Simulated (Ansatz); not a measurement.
# BrH4NSeSi: small, medium and large basis sets

One table from this session's results is given with a row withheld; the runs are named, their logs left out.

Method: one geometry, several basis sets; program: Ansatz 0.2.0, Gaussian basis.

Plan: PBE0-D4/def2-SVP; ωB97M-V/def2-SVP; PBE0-D4/def2-QZVPP; ωB97M-V/def2-QZVPP; the functionals' def2-TZVPP values are taken from earlier runs.

## Structure used throughout

All runs share one geometry, relaxed beforehand with PBE0-D4 in a triple-zeta def2 set.

SMILES `N[SiH]([SeH])Br`, 8 atoms, charge 0, spin multiplicity 1.

Atoms are counted from 1 here; the program's logs count them from 0.

Bond lengths: N1–Si2 1.697 Å, N1–H5 1.008 Å, N1–H6 1.008 Å, Si2–Se3 2.266 Å, Si2–Br4 2.240 Å, Si2–H7 1.477 Å, Se3–H8 1.467 Å. Angles: Si2–N1–H5 120.2°, Si2–N1–H6 120.7°, H5–N1–H6 112.0°, N1–Si2–Se3 105.2°, N1–Si2–Br4 116.3°, N1–Si2–H7 107.6°, Se3–Si2–Br4 108.5°, Se3–Si2–H7 114.9°, Br4–Si2–H7 104.8°, Si2–Se3–H8 93.1°.

Set-up of the first run:

in.yaml

```yaml
crystal:
  periodic: [false, false, false]
  atoms:
    - {symbol: N, position_ang: [-0.162275, 1.423327, -0.220079]}
    - {symbol: Si, position_ang: [-0.308484, -0.216633, 0.189852]}
    - {symbol: Se, position_ang: [1.761140, -0.847524, 0.863084]}
    - {symbol: Br, position_ang: [-0.971716, -1.592454, -1.448743]}
    - {symbol: H, position_ang: [-0.979112, 2.012385, -0.255371]}
    - {symbol: H, position_ang: [0.553866, 1.731542, -0.858308]}
    - {symbol: H, position_ang: [-1.359235, -0.326592, 1.222195]}
    - {symbol: H, position_ang: [1.558017, -2.241052, 0.451569]}
basis:
  gaussian: {orbitals: def2-SVP}
hamiltonian: {xc: pbe0, dispersion: d4}
output: {orbitals: {seedname: orbitals}}
```

The run is started by

```bash
$ ansatz run in.yaml --threads 4 --pin off --events-out ev --progress --plain --max-ram 10444MiB
```

Steps of the session up to this table: PBE0-D4 in def2-SVP; ωB97M-V in def2-SVP; PBE0-D4 in def2-QZVPP; ωB97M-V in def2-QZVPP.

One of the session's tables, all rows but one given; the rest of the session is left out.

It belongs to the step «Functionals by basis». 

```
functional       basis  HOMO (eV)  LUMO (eV)
   PBE0-D4    def2-SVP      -7.13      -0.18
   PBE0-D4  def2-TZVPP          ?          ?
   PBE0-D4  def2-QZVPP      -7.29      -0.51
   ωB97M-V    def2-SVP      -9.27       1.82
   ωB97M-V  def2-TZVPP      -9.43       1.43
   ωB97M-V  def2-QZVPP      -9.46       1.24
```

**Question.** Estimate the row for PBE0-D4, def2-TZVPP.

**Answer.** HOMO (eV): -7.27; LUMO (eV): -0.43. In the column «HOMO (eV)» it lies between PBE0-D4, def2-QZVPP (-7.29) and PBE0-D4, def2-SVP (-7.13).
